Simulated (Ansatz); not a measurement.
Consider vertical spin-state energies of CH5GeNS, SMILES [NH2][GeH]1[CH2][S]1 (Ansatz 0.2.0 through its Python package).

The script reads `ch5gens.xyz`:
```text
9

N    -0.54030    1.50280   -0.73270
Ge    0.68510    0.25130   -0.33160
C     0.14220   -0.94860    1.04330
S    -0.22360   -1.80130   -0.42450
H    -1.03890    1.24060   -1.65450
H    -1.32320    1.51220   -0.00490
H     2.00210    0.18110   -1.18780
H    -0.65140   -0.58310    1.65060
H     1.03640   -1.40130    1.62490
```

`ch5gens.py`
```python
"""Vertical spin-state energies of CH5GeNS."""

import ansatz as az


def main() -> None:
    molecule = az.Crystal.molecule_from_extxyz("ch5gens.xyz")

    model = (
        molecule.calculation()
        .basis(gaussian="6-31G*")  # the orbital basis, by name
        .functional("cam_b3lyp")
    )
    found = {}
    for unpaired in [0, 2]:
        summary = model.spin("collinear", total=unpaired).run(threads=1).report
        s = unpaired / 2
        found[unpaired] = summary["free_energy_ev"]
        print(f"2S+1 = {unpaired + 1}: E = {found[unpaired]:.5f} eV, <S^2> = {abs(summary['mean_field']['state']['spin_squared']):.3f} (pure state {s * (s + 1):.2f})")
    lowest = min(found, key=found.get)
    for unpaired, e in found.items():
        print(f"multiplicity {unpaired + 1}: {23.060548 * (e - found[lowest]):.1f} kcal/mol above the lowest")


if __name__ == "__main__":
    main()
```

Which spin state is lowest at this geometry, and how far above lie the others?

In order: multiplicity 1 (+0.00 eV) and multiplicity 3 (+4.11 eV), all at the one geometry.

The output:

Running `python ch5gens.py` prints:
```text
2S+1 = 1: E = -69955.16078 eV, <S^2> = 0.000 (pure state 0.00)
2S+1 = 3: E = -69951.05198 eV, <S^2> = 2.007 (pure state 2.00)
multiplicity 1: 0.0 kcal/mol above the lowest
multiplicity 3: 94.8 kcal/mol above the lowest
```

The settings weren't tested for convergence. The geometry is a force-field or estimated start, not a minimum of this method, and the basis set is short of its limit. All parts are taken at fixed geometry, without zero-point energy. Wall time of the script: 27 s on 1 thread of Arm Neoverse V2, with other jobs on the host, peak memory 0.4 GiB.
